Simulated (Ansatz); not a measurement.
# C2H6BF, SMILES BCCF: a single point in a Gaussian basis

With Ansatz 0.2.0 through its Python package.

The cells in order, each with its output:

```python
import ansatz as az
from ase import Atoms
```

```python
BASIS = "pcseg-2"
LEVEL = "rpa"
```

```python
atoms = Atoms(["B", "C", "C", "F", "H", "H", "H", "H", "H", "H"], positions=[
    (-1.1008, 0.5954, -0.6576),
    (-0.2083, -0.5554, -0.2003),
    (0.9339, -0.0313, 0.6142),
    (1.8388, -1.0827, 1.0124),
    (-1.3184, 0.8361, -1.8382),
    (-1.6892, 1.336, 0.1307),
    (0.2075, -1.0807, -1.092),
    (-0.764, -1.2478, 0.4007),
    (0.6012, 0.5035, 1.5808),
    (1.5824, 0.6755, 0.0523),
])
geometry = az.Crystal.molecule_from_ase(atoms)
```

```python
calc = (
    geometry.calculation()
    .basis(gaussian=BASIS)
    .correlation(LEVEL)
)
outcome = calc.run(threads=1)
rep = outcome.report
```

```python
rep["positions_ang"]
```

    [[-1.1008, 0.5954, -0.6576], [-0.2083, -0.5554, -0.2003], [0.9339, -0.0313, 0.6142],
     [1.8388, -1.0827, 1.0124], [-1.3184, 0.8361, -1.8382], [-1.6892, 1.336, 0.1307],
     [0.2075, -1.0807, -1.092], [-0.764, -1.2478, 0.4007], [0.6012, 0.5035, 1.5808],
     [1.5824, 0.6755, 0.0523]]

```python
for key in ("converged", "free_energy_ev", "reference_energy_ev", "n_frozen", "n_occupied", "n_virtual"):
    print(f"{key:22s} {rep[key]}")
```

    converged              True
    free_energy_ev         -5557.43278466858
    reference_energy_ev    -5534.401184787607
    n_frozen               4
    n_occupied             [12, 12]
    n_virtual              [188, 188]

```python
print("correlation energy", round(rep["free_energy_ev"] - rep["reference_energy_ev"], 5), "eV")
cluster = rep["correlation"].get("coupled_cluster")
if cluster:
    print("cycles", cluster["cycles"], " T1 diagnostic", round(cluster["t1_diagnostic"], 4), " largest double", round(cluster["largest_double"], 4))
```

    correlation energy -23.0316 eV

Total energies depend on the basis set; only differences at equal settings carry meaning. The geometry is a force-field or estimated start, not a minimum of this method, and the basis set is short of its limit. Inner cores stay frozen, so this is valence correlation. The whole script took 6.4 s on 1 thread of Arm Neoverse V1 (shared host), peak memory 0.43 GiB.
